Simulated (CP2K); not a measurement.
# NbTe (P-6m2) in CP2K: notebook

Aim: see how the results for NbTe move with the level of theory and the settings. Levels: PBEsol, LDA, r2SCAN, PBE. Tasks: band structure.

All numbers are computed with CP2K 2026.2; they aren't measurements. Logs are shortened: lines on timing, memory, paths and dates and some standing lists are left out, and cuts for length are marked.

### 1 The crystal as given

Symmetry: P-6m2, No. 187, hexagonal system. The conventional cell has a = 3.703 Å, b = 3.703 Å, c = 3.694 Å, α = 90.00°, β = 90.00°, γ = 120.00°. Around Te (site symmetry -6m2) lie 6 Nb at 2.83 Å. Nb (site symmetry -6m2) is surrounded by 6 Te at 2.83 Å.

The cell comes from a database or a generator and needn't be the stable form of this composition.

### 2 Band structure, PBEsol

File nbte_bands.inp:

```
&GLOBAL
  PROJECT nbte_bands
  RUN_TYPE ENERGY_FORCE
  PRINT_LEVEL LOW
&END GLOBAL
&FORCE_EVAL
  METHOD QS
  STRESS_TENSOR ANALYTICAL
  &DFT
    BASIS_SET_FILE_NAME BASIS_MOLOPT_UZH
    POTENTIAL_FILE_NAME POTENTIAL_UZH
    &MGRID
      CUTOFF 450
      REL_CUTOFF 60
      NGRIDS 5
    &END MGRID
    &QS
      METHOD GPW
      EPS_DEFAULT 1.0E-9
    &END QS
    &KPOINTS
      SCHEME MONKHORST-PACK 8 8 7
      GAMMA_CENTERED T
      SYMMETRY T
      SYMMETRY_BACKEND SPGLIB
    &END KPOINTS
    &SCF
      SCF_GUESS ATOMIC
      EPS_SCF 1.0E-6
      MAX_SCF 100
      ADDED_MOS 13
      CHOLESKY OFF
      EPS_EIGVAL 1.0E-7
      &DIAGONALIZATION ON
        ALGORITHM STANDARD
      &END DIAGONALIZATION
      &MIXING ON
        METHOD BROYDEN_MIXING
        ALPHA 0.4
        BETA 1.5
        NBUFFER 8
      &END MIXING
      &SMEAR ON
        METHOD FERMI_DIRAC
        ELECTRONIC_TEMPERATURE 300.56
      &END SMEAR
    &END SCF
    &XC
      &XC_FUNCTIONAL
        &GGA_X_PBE_SOL
        &END GGA_X_PBE_SOL
        &GGA_C_PBE_SOL
        &END GGA_C_PBE_SOL
      &END XC_FUNCTIONAL
    &END XC
    &PRINT
      &KPOINTS ON
      &END KPOINTS
      &MULLIKEN ON
      &END MULLIKEN
      &MO ON
        ENERGIES T
        OCCUPATION_NUMBERS T
        &EACH
          QS_SCF 0
        &END EACH
        ADD_LAST NUMERIC
      &END MO
      &BAND_STRUCTURE
        FILE_NAME bands.bs
        ADDED_MOS 2
        &KPOINT_SET
          UNITS B_VECTOR
          NPOINTS 8
          SPECIAL_POINT GAMMA 0.00000000 0.00000000 0.00000000
          SPECIAL_POINT M 0.50000000 0.00000000 0.00000000
          SPECIAL_POINT K 0.33333333 0.33333333 0.00000000
          SPECIAL_POINT GAMMA 0.00000000 0.00000000 0.00000000
          SPECIAL_POINT A 0.00000000 0.00000000 0.50000000
          SPECIAL_POINT L 0.50000000 0.00000000 0.50000000
          SPECIAL_POINT H 0.33333333 0.33333333 0.50000000
          SPECIAL_POINT A 0.00000000 0.00000000 0.50000000
        &END KPOINT_SET
        &KPOINT_SET
          UNITS B_VECTOR
          NPOINTS 8
          SPECIAL_POINT L 0.50000000 0.00000000 0.50000000
          SPECIAL_POINT M 0.50000000 0.00000000 0.00000000
        &END KPOINT_SET
        &KPOINT_SET
          UNITS B_VECTOR
          NPOINTS 8
          SPECIAL_POINT K 0.33333333 0.33333333 0.00000000
          SPECIAL_POINT H 0.33333333 0.33333333 0.50000000
        &END KPOINT_SET
      &END BAND_STRUCTURE
    &END PRINT
  &END DFT
  &SUBSYS
    &CELL
      ABC 3.7029743866 3.7029743866 3.6942110000
      ALPHA_BETA_GAMMA 90.0000000000 90.0000000000 119.9999999997
      PERIODIC XYZ
    &END CELL
    &COORD
      SCALED
      Te  0.6666666667 0.3333333333 0.0000000000
      Nb  0.0000000000 0.0000000000 0.5000000000
    &END COORD
    &KIND Te
      BASIS_SET TZVP-MOLOPT-PBE-GTH-q6
      POTENTIAL GTH-PBE-q6
    &END KIND
    &KIND Nb
      BASIS_SET TZVP-MOLOPT-PBE-GTH-q13
      POTENTIAL GTH-PBE-q13
    &END KIND
    &PRINT
      &ATOMIC_COORDINATES ON
      &END ATOMIC_COORDINATES
      &CELL ON
      &END CELL
      &SYMMETRY ON
      &END SYMMETRY
    &END PRINT
  &END SUBSYS
  &PRINT
    &FORCES ON
    &END FORCES
    &STRESS_TENSOR ON
    &END STRESS_TENSOR
  &END PRINT
&END FORCE_EVAL
```

Potentials or basis: POTENTIAL_UZH Te GTH-PBE-q6, Nb GTH-PBE-q13; TZVP-MOLOPT-PBE-GTH basis.

Launch:

```bash
$ OMP_NUM_THREADS=1 cp2k.psmp -i nbte_bands.inp -o nbte_bands.out
```

nbte_bands.out:

```text

 CP2K| version string:                                       CP2K version 2026.2
 CP2K| Input file name                                            nbte_bands.inp

 GLOBAL| Force Environment number                                              1
 GLOBAL| Basis set file name                                    BASIS_MOLOPT_UZH
 GLOBAL| Potential file name                                       POTENTIAL_UZH
 GLOBAL| MM Potential file name                                     MM_POTENTIAL
 GLOBAL| Coordinate file name                                      __STD_INPUT__
 GLOBAL| Method name                                                        CP2K
 GLOBAL| Project name                                                 nbte_bands
 GLOBAL| Run type                                                   ENERGY_FORCE
 GLOBAL| FFT library                                                       FFTW3
[... 8 lines left out ...]
 GLOBAL| CPU model name                                                  UNKNOWN

 CELL| Volume [angstrom^3]:                                            43.868597
 CELL| Vector a [angstrom]:       3.703     0.000     0.000   |a| =     3.702974
 CELL| Vector b [angstrom]:      -1.851     3.207     0.000   |b| =     3.702974
 CELL| Vector c [angstrom]:       0.000     0.000     3.694   |c| =     3.694211
 CELL| Angle (b,c), alpha [degree]:                                    90.000000
 CELL| Angle (a,c), beta  [degree]:                                    90.000000
 CELL| Angle (a,b), gamma [degree]:                                   120.000000
 CELL| Numerically orthorhombic:                                              NO
 CELL| Periodicity                                                           XYZ

 CELL_REF| Volume [angstrom^3]:                                        43.868597
 CELL_REF| Vector a [angstrom     3.703     0.000     0.000   |a| =     3.702974
 CELL_REF| Vector b [angstrom    -1.851     3.207     0.000   |b| =     3.702974
 CELL_REF| Vector c [angstrom     0.000     0.000     3.694   |c| =     3.694211
 CELL_REF| Angle (b,c), alpha [degree]:                                90.000000
 CELL_REF| Angle (a,c), beta  [degree]:                                90.000000
 CELL_REF| Angle (a,b), gamma [degree]:                               120.000000
 CELL_REF| Numerically orthorhombic:                                          NO
 CELL_REF| Periodicity                                                       XYZ
[... 9 lines left out ...]
 TOTAL NUMBERS AND MAXIMUM NUMBERS

  Total number of            - Atomic kinds:                                   2
                             - Atoms:                                          2
                             - Shell sets:                                     2
                             - Shells:                                        18
                             - Primitive Cartesian functions:                 10
                             - Cartesian basis functions:                     59
                             - Spherical basis functions:                     52

  Maximum angular momentum of- Orbital basis functions:                        3
                             - Local part of the GTH pseudopotential:          2
                             - Non-local part of the GTH pseudopotential:      4

[... 129 lines left out ...]
  Hartree energy:                                              37.74799468805815
  Exchange-correlation energy:                                 -8.62233041308013
  Electronic entropic energy:                                  -0.00012859348787
  Fermi energy:                                                 0.41456531783323

  Total energy:                                               -64.70693188785462
  Total energy (extrapolated to T->0):                        -64.70686759111069

 MO| EIGENVALUES AND OCCUPATION NUMBERS FOR K POINT 1
 MO|
 MO|  Index      Eigenvalue [a.u.]        Eigenvalue [eV]             Occupation
 MO|      1              -1.622119             -44.140100               2.000000
 MO|      2              -0.753947             -20.515934               2.000000
 MO|      3              -0.746922             -20.324790               2.000000
 MO|      4              -0.745399             -20.283341               2.000000
 MO|      5              -0.033898              -0.922412               2.000000
 MO|      6               0.183507               4.993484               2.000000
[... 392 lines left out ...]
 MO|     22               1.130519              30.762992               0.000000
 MO|     23               1.225998              33.361093               0.000000
 MO| Sum:                                                              18.496118
 MO| E(Fermi):            0.414565 a.u.         11.280896 eV

 [... the levels of further k-points ...]

 !-----------------------------------------------------------------------------!
                     Mulliken Population Analysis

 #  Atom  Element  Kind  Atomic population                           Net charge
       1     Te       1          5.862605                              0.137395
       2     Nb       2         13.137395                             -0.137395
 # Total charge                             19.000000                 -0.000000

 !-----------------------------------------------------------------------------!

 KPOINTS| Band Structure Calculation
 KPOINTS| Number of k-point sets                                               3
 KPOINTS| Number of added MOs/bands                                            2
 KPOINTS| Number of k-points in set    1                                      57
 KPOINTS| In units of b-vector [2pi/Bohr]
 KPOINTS| Special point     1       GAMMA     0.000000     0.000000     0.000000
 KPOINTS| Special point     2           M     0.500000     0.000000     0.000000
 KPOINTS| Special point     3           K     0.333333     0.333333     0.000000
 KPOINTS| Special point     4       GAMMA     0.000000     0.000000     0.000000
 KPOINTS| Special point     5           A     0.000000     0.000000     0.500000
 KPOINTS| Special point     6           L     0.500000     0.000000     0.500000
 KPOINTS| Special point     7           H     0.333333     0.333333     0.500000
 KPOINTS| Special point     8           A     0.000000     0.000000     0.500000
 KPOINTS| Number of k-points in set    2                                       9
 KPOINTS| In units of b-vector [2pi/Bohr]
 KPOINTS| Special point     1           L     0.500000     0.000000     0.500000
 KPOINTS| Special point     2           M     0.500000     0.000000     0.000000
 KPOINTS| Number of k-points in set    3                                       9
 KPOINTS| In units of b-vector [2pi/Bohr]
 KPOINTS| Special point     1           K     0.333333     0.333333     0.000000
 KPOINTS| Special point     2           H     0.333333     0.333333     0.500000

 ENERGY| Total FORCE_EVAL ( QS ) energy [hartree]            -64.706931636254254

 FORCES| Atomic forces [hartree/bohr]
 FORCES|   Atom     x               y               z               |f|
 FORCES|      1  9.15651177E-10  4.69282280E-08  1.65762242E-14   4.69371601E-08
 FORCES|      2  5.07082742E-10 -4.32096051E-08 -1.57962960E-13   4.32125804E-08
 FORCES| Sum     1.42273392E-09  3.71862286E-09 -1.41386736E-13
 FORCES| Total atomic force                                       3.98149818E-09

 STRESS| Analytical stress tensor [bar]
 STRESS|                        x                   y                   z
 STRESS|      x       -1.94099271812E+04   2.15500861191E-02  -1.17389192919E-08
 STRESS|      y        2.15500861191E-02  -1.94095144937E+04   1.70199855326E-08
 STRESS|      z       -1.17389192919E-08   1.70199855326E-08  -1.10392956672E+04
 STRESS| 1/3 Trace                                            -1.66195791140E+04
 STRESS| Determinant                                          -4.15891403448E+12

 STRESS| Eigenvectors and eigenvalues of the analytical stress tensor [bar]
 STRESS|                        1                   2                   3
 STRESS| Eigenvalues  -1.94099283034E+04  -1.94095133714E+04  -1.10392956672E+04
 STRESS|      x           0.998646730433      0.052006805289     -0.000000000001
 STRESS|      y          -0.052006805289      0.998646730433      0.000000000002
 STRESS|      z           0.000000000002     -0.000000000002      1.000000000000
```

It took 29 s on 1 thread of Arm Neoverse V2, shared host; peak memory 0.28 GiB.

What came out:

| Item | Value |
| --- | --- |
| Free energy | -1760.7652 eV |
| Pressure | -1.7 GPa |
| Band gap on the k mesh | none (metal or under the smearing width) |
| Mulliken charges | Te +0.14; Nb -0.14 e |

Levels at the corners of the path, in eV from the Fermi level:
```tsv
point	band 7	band 8	band 9	band 10	band 11	band 12
Γ	-3.20	-3.13	-2.37	0.17	0.17	2.47
M	-3.93	-2.76	-2.62	-0.25	1.27	1.50
K	-5.51	-3.86	-1.04	-0.16	0.22	0.39
Γ	-3.20	-3.13	-2.37	0.17	0.17	2.47
A	-2.70	-2.70	-1.04	-1.04	0.65	1.62
L	-5.95	-4.33	-1.38	1.16	1.22	1.83
H	-5.82	-4.51	-1.08	1.09	1.70	2.04
A	-2.70	-2.70	-1.04	-1.04	0.65	1.62
L	-5.95	-4.33	-1.38	1.16	1.22	1.83
M	-3.93	-2.76	-2.62	-0.25	1.27	1.50
K	-5.51	-3.86	-1.04	-0.16	0.22	0.39
H	-5.82	-4.51	-1.08	1.09	1.70	2.04
```

Caveat: Mulliken charges move with the basis; the potentials were made for another functional, which shifts forces and pressure; spin-orbit coupling is left out, which moves the levels of the heavy elements; the basis of atomic orbitals isn't converged, which shifts pressures, moduli and gaps.

### 3 Band structure, LDA

nbte_bands.inp, as its differences from that of step 2:

```diff
@@ -10,3 +10,3 @@
     BASIS_SET_FILE_NAME BASIS_MOLOPT_UZH
-    POTENTIAL_FILE_NAME POTENTIAL_UZH
+    POTENTIAL_FILE_NAME GTH_POTENTIALS
     &MGRID
@@ -14,3 +14,3 @@
       REL_CUTOFF 60
-      NGRIDS 5
+      NGRIDS 4
     &END MGRID
@@ -44,3 +44,3 @@
         METHOD FERMI_DIRAC
-        ELECTRONIC_TEMPERATURE 300.56
+        ELECTRONIC_TEMPERATURE [K] 1160.452
       &END SMEAR
@@ -49,6 +49,6 @@
       &XC_FUNCTIONAL
-        &GGA_X_PBE_SOL
-        &END GGA_X_PBE_SOL
-        &GGA_C_PBE_SOL
-        &END GGA_C_PBE_SOL
+        &LDA_X
+        &END LDA_X
+        &LDA_C_PW
+        &END LDA_C_PW
       &END XC_FUNCTIONAL
@@ -100,4 +100,5 @@
     &CELL
-      ABC 3.7029743866 3.7029743866 3.6942110000
-      ALPHA_BETA_GAMMA 90.0000000000 90.0000000000 119.9999999997
+      A 3.7029743866 0.0000000000 0.0000000000
+      B -1.8514871933 3.2068698884 0.0000000000
+      C 0.0000000000 0.0000000000 3.6942110000
       PERIODIC XYZ
@@ -105,5 +106,4 @@
     &COORD
-      SCALED
-      Te  0.6666666667 0.3333333333 0.0000000000
-      Nb  0.0000000000 0.0000000000 0.5000000000
+      Te  1.8514871935 1.0689566294 0.0000000000
+      Nb  0.0000000000 0.0000000000 1.8471055000
     &END COORD
@@ -111,3 +111,3 @@
       BASIS_SET TZVP-MOLOPT-PBE-GTH-q6
-      POTENTIAL GTH-PBE-q6
+      POTENTIAL GTH-PADE-q6
     &END KIND
@@ -115,3 +115,3 @@
       BASIS_SET TZVP-MOLOPT-PBE-GTH-q13
-      POTENTIAL GTH-PBE-q13
+      POTENTIAL GTH-PADE-q13
     &END KIND
@@ -122,4 +122,2 @@
       &END CELL
-      &SYMMETRY ON
-      &END SYMMETRY
     &END PRINT
```

Potentials or basis: GTH_POTENTIALS Te GTH-PADE-q6, Nb GTH-PADE-q13; TZVP-MOLOPT-PBE-GTH basis.

Launch:

```bash
$ OMP_NUM_THREADS=1 cp2k.psmp -i nbte_bands.inp -o nbte_bands.out
```

Run time: 27 s. Hardware: 1 thread of Arm Neoverse V2, shared host; peak memory 0.28 GiB.

Results (log left out):

| Property | Result |
| --- | --- |
| Free energy | -1779.0006 eV |
| Pressure | -6.2 GPa |
| Band gap on the k mesh | none (metal or under the smearing width) |
| Mulliken charges | Te +0.58; Nb -0.58 e |

Stress tensor (GPa, compression positive):
```
-6.08  0.00  0.00
 0.00 -6.08  0.00
 0.00  0.00 -6.38
```

Levels at the corners of the path, in eV from the Fermi level:
```csv
point,band 5,band 6,band 7,band 8,band 9,band 10,band 11,band 12,band 13,band 14
Γ,-14.40,-3.18,-3.18,-3.03,-2.43,0.21,0.21,2.44,2.44,2.81
M,-12.76,-7.27,-3.91,-2.66,-2.65,-0.22,1.29,1.50,3.07,4.04
K,-12.51,-6.61,-5.48,-3.85,-0.98,-0.14,0.26,0.45,4.62,6.91
Γ,-14.40,-3.18,-3.18,-3.03,-2.43,0.21,0.21,2.44,2.44,2.81
A,-13.07,-7.63,-2.69,-2.69,-0.99,-0.99,0.66,1.64,1.64,5.65
L,-12.41,-6.04,-5.94,-4.30,-1.33,1.17,1.22,1.85,2.81,4.46
H,-12.28,-6.31,-5.82,-4.53,-1.01,1.10,1.71,2.06,2.80,3.43
A,-13.07,-7.63,-2.69,-2.69,-0.99,-0.99,0.66,1.64,1.64,5.65
L,-12.41,-6.04,-5.94,-4.30,-1.33,1.17,1.22,1.85,2.81,4.46
M,-12.76,-7.27,-3.91,-2.66,-2.65,-0.22,1.29,1.50,3.07,4.04
K,-12.51,-6.61,-5.48,-3.85,-0.98,-0.14,0.26,0.45,4.62,6.91
H,-12.28,-6.31,-5.82,-4.53,-1.01,1.10,1.71,2.06,2.80,3.43
```

Caveat: Mulliken charges move with the basis; spin-orbit coupling is left out, which moves the levels of the heavy elements; the basis of atomic orbitals isn't converged, which shifts pressures, moduli and gaps.

[end of part 1 of 2]
